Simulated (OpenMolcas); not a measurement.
# Ce²⁺ among point charges: CASSCF and CASPT2 levels and susceptibility

How does a field of 6 point charges split the states of Ce²⁺, and what χT follows?

Method: state-averaged CASSCF and CASPT2, spin-orbit coupling by RASSI with atomic mean-field integrals. Code: OpenMolcas 26.06.

## Step 1: Starting point

```
Species                           : Ce²⁺ (cerium, Z = 58, 56 electrons)
Basis                             : ANO-RCC-VDZP [7s6p4d2f1g], 68 functions
Scalar Hamiltonian                : DKH2, point nucleus
Inactive shells                   : 1s 2s 2p 3s 3p 3d 4s 4p 4d 5s 5p
Active space                      : 2 electrons in 7 orbitals (4f)
Some configurations of this space : 4f²
Orbitals                          : optimised for the highest spin of each parity, averaged over all roots
```

The outer shells:

4f2
```
4f [↑ ][↑ ][  ][  ][  ][  ][  ]
```

The ion sits among 6 point charges of -0.5 e arranged as a trigonal antiprism (D3d), 3.08 Å from the ion, with a polar angle of 65.7° against the regular 54.74°.

The work runs as a chain of OpenMolcas steps in one folder; each step below is one input file. Labels, J, g values, rates, χT and fits are worked out afterwards by a script from the matrices that RASSI stores. The input lists half of the charges; inversion (Group=XYZ) makes the rest.

## Step 2: One- and two-electron integrals

Contents of a.inp:

```
&GATEWAY
Coord
1

Ce 0.0 0.0 0.0
Basis=ANO-RCC-VDZP
Group=XYZ
NoMove
AngMom=0.0 0.0 0.0
AMFI
XField
3 Angstrom 0
0.000000 2.806740 1.268310 -0.500000
2.430708 -1.403370 1.268310 -0.500000
2.430708 1.403370 -1.268310 -0.500000
&SEWARD
```

Started as:

```
OMP_NUM_THREADS=1 MOLCAS_MEM=2252 MOLCAS_PROJECT=a pymolcas a.inp > a.log
```

## Step 3: Reference wave functions, triplets of even parity, 21 roots

Contents of a.inp:

```
&RASSCF
FileOrb=start.orb
Symmetry=1
Spin=3
nActEl=2 0 0
Inactive=15 12
Ras2=0 7
CIRoot=21 21 1
SDav=21
CIMx=300
Iter=120 100
PrWF=0.3
OrbListing=Nothing
MaxOrb=0
>>> COPY $Project.JobIph JOB001
```

start.orb holds the contracted functions of the basis, ordered by shell, or the orbitals of the step before.

## Step 4: Reference wave functions, singlets of even parity, 28 roots

Contents of a.inp:

```
&RASSCF
FileOrb=start.orb
Symmetry=1
Spin=1
nActEl=2 0 0
Inactive=15 12
Ras2=0 7
CIRoot=28 28 1
SDav=28
CIMx=300
Iter=120 100
PrWF=0.3
OrbListing=Nothing
MaxOrb=0
CIOnly
>>> COPY $Project.JobIph JOB002
```

## Step 5: State interaction with spin-orbit coupling

Contents of a.inp:

```
&RASSI
NrOfJobIphs=2 21 27
1 2 3 4 5 6 7 8 9 10 11 12 13 14 15 16 17 18 19 20 21
1 2 3 4 5 6 7 8 9 10 11 12 13 14 15 16 17 18 19 20 21 22 23 24 25 26 27
IphNames
JOB001
JOB002
EJob
SpinOrbit
DIPRint=1.0
SOCoupling=1000.0
Subsets=2
Property=9
'ANGMOM' 1 'ANGMOM' 2 'ANGMOM' 3 'MLTPL  1' 1 'MLTPL  1' 2 'MLTPL  1' 3
'AMFI' 1 'AMFI' 2 'AMFI' 3
SOProperty=3
'ANGMOM' 1 'ANGMOM' 2 'ANGMOM' 3
```

## Step 6: CASPT2: IPEA 0.25, imaginary shift 0.1 (closed shells correlated: 5s 5p)

Contents of a.inp:

```
>>> COPY JOB001 $Project.JobIph
&CASPT2
Multistate=21 1 2 3 4 5 6 7 8 9 10 11 12 13 14 15 16 17 18 19 20 21
NoMult
Frozen=14 9
IPEA=0.25
Imaginary=0.1
MaxIter=60
WThr=0.0 0.3 0.05
PrWF=0.5
NoMix
>>> COPY JOB002 $Project.JobIph
&CASPT2
Multistate=27 1 2 3 4 5 6 7 8 9 10 11 12 13 14 15 16 17 18 19 20 21 22
23 24 25 26 27
NoMult
Frozen=14 9
IPEA=0.25
Imaginary=0.1
MaxIter=60
WThr=0.0 0.3 0.05
PrWF=0.5
NoMix
```

(Steps that only read results are left out.)

What does the calculation give? Wanted: spin-free ground state; first state of the same spin within the active space; lowest level; next level.

As calculated:

```
                                            quantity                                                                        value
                                              method  SS-CASPT2, IPEA 0.25, imaginary shift 0.1 (closed shells correlated: 5s 5p)
                              spin-free ground state                                               3E, 2-fold in its orbital part
first state of the same spin within the active space                                                               3A2 at 92 cm⁻¹
                                        lowest level                                                                    1-fold A1
                                          next level                                                                    25.1 cm⁻¹
                                         χT at 300 K                                                               1.63 cm³ K/mol
                           effective moment at 300 K                                                                      3.61 μB
```

Cost by method:

```
                                              method  time of its own steps  time with the reference
                                           A. CASSCF                  8.2 s                    8.2 s
B. SS-CASPT2, IPEA 0.25, imaginary shift 0.1, +5s 5p                   10 s                     19 s
```

Times are of one thread on a shared host.

What this shows: The spin-free ground state (3E) comes to 100 % from free-ion H terms and keeps the highest spin of the shell. The singlets rest on orbitals optimised for another spin in at least one step, which raises them against the optimised states. Not all states of the active space went into the spin-orbit step. CASPT2 does not keep the components of a term degenerate, and the means are used. This is an electrostatic model: the charges have no orbitals.
